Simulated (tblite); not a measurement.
# C7H10SSi: the cost of one run

The runs use tblite 0.8.0 and PySCF 2.14.0, with density-fitted response routines of our own; the level of theory stands in each step. All values are computed, except where a source is named. Atoms count from 0, in the outputs and in this text.

## Step 1: The molecule as given

19 atoms, charge 0, multiplicity 1; geometry from: force field or distance geometry start.

Bonds of the start (Å): C0–C1 1.30, C1–C2 1.50, C2–C3 1.31, C3–S4 1.78, S4–C5 1.81, C3–Si6 1.86, Si6–C7 1.84, C7–C8 1.32, C8–C2 1.41, C0–H9 1.08, C0–H10 1.09, C1–H11 1.07, C5–H12 1.10, C5–H13 1.12, C5–H14 1.12, Si6–H15 1.45, Si6–H16 1.45, C7–H17 1.07, C8–H18 1.13.

## Step 2: Geometry optimisation with GFN2-xTB

Job settings and geometry (Å):

```
{"job": {"kind": "relax", "xc": "GFN2-xTB", "basis": "xTB"}, "charge": 0, "multiplicity": 1}
C     -2.941200    -1.535300    -0.420800
C     -1.646700    -1.452300    -0.338400
C     -0.931900    -0.162300    -0.076700
C      0.371900    -0.139800    -0.007100
S      1.568800    -1.446700    -0.124700
C      3.262200    -0.836500     0.064700
Si     0.862300     1.627700     0.308700
C     -0.901700     2.154800     0.292900
C     -1.611500     1.059800     0.074200
H     -3.582700    -0.669100    -0.316300
H     -3.382800    -2.512600    -0.603000
H     -1.076000    -2.351600    -0.434000
H      3.606300    -0.259500    -0.809500
H      3.997000    -1.661900     0.223100
H      3.385500    -0.156100     0.939800
H      1.509400     1.798700     1.598100
H      1.510400     2.240100    -0.831200
H     -1.277300     3.152900     0.426500
H     -2.731800     1.159100     0.026200
```

Launch:

```sh
$ OMP_NUM_THREADS=1 python probes_run.py task.json out
```

This one command runs all jobs of the session in turn.

Q: Estimate the wall time and peak memory of this first job on 1 thread of Arm Neoverse N1, shared host.

About 1.1 s, with a peak of 0.18 GiB.
